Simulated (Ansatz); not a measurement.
# C2H5GaO: one species, many methods

How much do the methods differ for C2H5GaO? The plan is to run it at one geometry with functionals of several rungs and with coupled cluster. The yardstick is the atomisation energy at the CCSD(T) limit.

Method: functionals in def2-TZVPP, the program's frozen cores in correlated methods; program: Ansatz 0.2.0, Gaussian basis.

Plan: LDA (SPW92), PBE-D4, revPBE-D4, BLYP-D4, r2SCAN-D4, B97M-V, PBE0-D4, B3LYP-D4, r2SCANh-D4, r2SCAN0-D4, HSE06-D4, BHLYP-D4, CAM-B3LYP-D4, LC-ωPBE, ωB97X-V, ωB97M-V, B2PLYP, PBE-QIDH; CCSD(T)/def2-SVP; CCSD(T)/def2-TZVPP; MP2/def2-QZVPP; extrapolation to the limit; RPA on PBE.

### 1 The geometry

An earlier PBE0-D4 in a triple-zeta def2 set relaxation fixed the geometry.

9 atoms, charge 0, spin multiplicity 1.

Atoms are counted from 1 here; the program's logs count them from 0.

Bond lengths: C1–C2 1.515 Å, C1–O4 1.392 Å, C1–H5 1.099 Å, C1–H6 1.099 Å, C2–H7 1.093 Å, C2–H8 1.094 Å, C2–H9 1.093 Å, Ga3–O4 1.787 Å. Angles: C2–C1–O4 112.4°, C2–C1–H5 109.6°, C2–C1–H6 109.6°, O4–C1–H5 109.2°, O4–C1–H6 109.2°, H5–C1–H6 106.7°, C1–C2–H7 110.6°, C1–C2–H8 110.7°, C1–C2–H9 110.6°, H7–C2–H8 108.3°, H7–C2–H9 108.3°, H8–C2–H9 108.3°, C1–O4–Ga3 162.9°.

### 2 LDA

This LDA is Slater exchange with PW92 correlation.

Input file in.yaml:

```yaml
crystal:
  periodic: [false, false, false]
  atoms:
    - {symbol: C, position_ang: [-0.280077, 0.515886, -0.344170]}
    - {symbol: C, position_ang: [0.084867, -0.953883, -0.307128]}
    - {symbol: Ga, position_ang: [0.813143, 1.573368, 2.408358]}
    - {symbol: O, position_ang: [0.120003, 1.190448, 0.806129]}
    - {symbol: H, position_ang: [0.183775, 0.988417, -1.220798]}
    - {symbol: H, position_ang: [-1.366596, 0.622397, -0.466802]}
    - {symbol: H, position_ang: [1.166611, -1.079024, -0.214402]}
    - {symbol: H, position_ang: [-0.241077, -1.456954, -1.221740]}
    - {symbol: H, position_ang: [-0.392247, -1.446955, 0.543553]}
basis:
  gaussian: {orbitals: def2-TZVPP}
hamiltonian: {xc: lda}
output: {orbitals: {seedname: orbitals}}
```

The run is started by

```console
$ ansatz run in.yaml --threads 2 --pin off --events-out ev --progress --plain --max-ram 4352MiB
```

The runs that follow: PBE-D4 (GGA); revPBE-D4 (GGA); BLYP-D4 (GGA); r2SCAN-D4 (meta-GGA); B97M-V (meta-GGA); PBE0-D4 (hybrid); B3LYP-D4 (hybrid); r2SCANh-D4 (hybrid); r2SCAN0-D4 (hybrid); HSE06-D4 (hybrid); BHLYP-D4 (hybrid); CAM-B3LYP-D4 (range-separated); LC-ωPBE (range-separated); ωB97X-V (range-separated); ωB97M-V (range-separated); B2PLYP (double hybrid); PBE-QIDH (double hybrid); CCSD(T) in def2-SVP; CCSD(T) in def2-TZVPP; MP2 in def2-QZVPP; RPA on PBE orbitals.

Before running them: what should the planned runs give, taken together? Wanted: atomisation energy, CCSD(T)/CBS; farthest beyond LDA; mean size of error, GGA; mean size of error, meta-GGA; mean size of error, hybrid; mean size of error, range-separated; mean size of error, double hybrid; gap, smallest and largest; T1 diagnostic.

As calculated:

```
                               quantity                                                                                                                              value
        atomisation energy, CCSD(T)/CBS                                                                                                                     799.8 kcal/mol
functionals within 8.0 kcal/mol (1.0 %)  revPBE-D4, BLYP-D4, r2SCAN-D4, B97M-V, PBE0-D4, B3LYP-D4, r2SCANh-D4, HSE06-D4, CAM-B3LYP-D4, LC-ωPBE, ωB97X-V, ωB97M-V, PBE-QIDH
                    farthest beyond LDA                                                                                                          BHLYP-D4 (-25.9 kcal/mol)
                mean size of error, GGA                                                                                                                       6.9 kcal/mol
           mean size of error, meta-GGA                                                                                                                       1.0 kcal/mol
             mean size of error, hybrid                                                                                                                       7.6 kcal/mol
    mean size of error, range-separated                                                                                                                       2.1 kcal/mol
      mean size of error, double hybrid                                                                                                                       7.5 kcal/mol
              gap, smallest and largest                                                                                              4.45 eV (BLYP-D4), 10.81 eV (LC-ωPBE)
                          T1 diagnostic                                                                                                                             0.0156
triples share of the correlation energy                                                                                                                              3.9 %
```

LDA overbinds by 116.5 kcal/mol (15 %). PBE-D4 misses by +15.6 kcal/mol. Double hybrids carry the basis error of their MP2 part in triple zeta, and no dispersion term here, so their miss is partly the set-up's. The rungs meta-GGA, range-separated, GGA, double hybrid, hybrid miss on average by less than the doubt on the reference (8.0 kcal/mol), so they tie. The reference freezes the cores and leaves out relativity and excitations past (T), and its outer-core shells are covered unevenly, so misses under about 8.0 kcal/mol can't be ranked. Hartree-Fock recovers 73 % of the binding; the rest is correlation. CCSD(T) in def2-SVP is off by -36.4 kcal/mol, so the small basis spoils what the method gains. The gap grows from 4.5 to 10.8 eV across the functionals, mostly with the share of exact exchange. Correlated methods include outer-core shells of Ga, which these sets cover unevenly.
